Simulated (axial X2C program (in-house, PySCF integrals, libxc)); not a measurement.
**BrNa⁺: properties at the nuclei**

Wanted for BrNa⁺: properties at the nuclei, at the two-component level.

The runs use an in-house X2C program for linear molecules on PySCF integrals; two-component X2C with atomic mean-field terms, Br dyall-cv3z, Na dyall-cv3z.

All values are calculated.

**1. The job**

task.json

```json
{
 "zs": [
  35,
  11
 ],
 "q": 1,
 "bas": [
  "dyall-cv3z",
  "dyall-cv3z"
 ],
 "r0": 2.69,
 "levels": [
  "PBE0",
  "HF",
  "LDA",
  "PBE50",
  "B3LYP"
 ],
 "nst": 3
}
```

Keys: zs atomic numbers; q charge; bas basis sets; r0 starting distance in Å; levels methods (HF also brings MP2); nst determinants followed.

Launch:

```sh
$ python soeom.py task.json out
```

Further steps of the session: Expectation values, lowest determinant; Expectation values, a higher determinant.

What does the calculation give? Wanted: lowest determinant; Eeff magnitude; Ws magnitude Br; A∥/gI Br; qzz Br; higher determinant (for each run or level that gives them).

As calculated:

```
                                        quantity                                    value
                              lowest determinant  Ω = 3/2 (excess of +ω over −ω: ω = 3/2)
                    Eeff magnitude (GV/cm), PBE0                                   0.0996
                     Ws magnitude Br (kHz), PBE0                                   0.0252
                            A∥/gI Br (MHz), PBE0                                      626
                             qzz Br (a.u.), PBE0                                    -4.33
                              higher determinant  Ω = 1/2 (excess of +ω over −ω: ω = 1/2)
Eeff magnitude (GV/cm), PBE0, higher determinant                                    0.507
 Ws magnitude Br (kHz), PBE0, higher determinant                                    0.449
        A∥/gI Br (MHz), PBE0, higher determinant                                     2320
         qzz Br (a.u.), PBE0, higher determinant                                    -2.54
```

**Reading.** In the first state, the effective field runs from 0.0773 to 0.163 GV/cm over the mean-field levels, so the levels don't agree on it. The expectation values come from single determinants, which for open shells can mix terms of unlike spin or miss the lowest Ω, so a determinant need not be a state. Eeff is the effective electric field on the electron dipole moment in this Ω state and Ws the scalar–pseudoscalar constant (defined with the proton number Z and per Ω); A∥ is the parallel hyperfine constant, which follows by multiplying with the nuclear g factor gI = μI/(I μN); qzz is the electric field gradient, eQq0 = 234.96 MHz × Q/barn × qzz. The operators were transformed with the bare-nucleus X2C matrices.
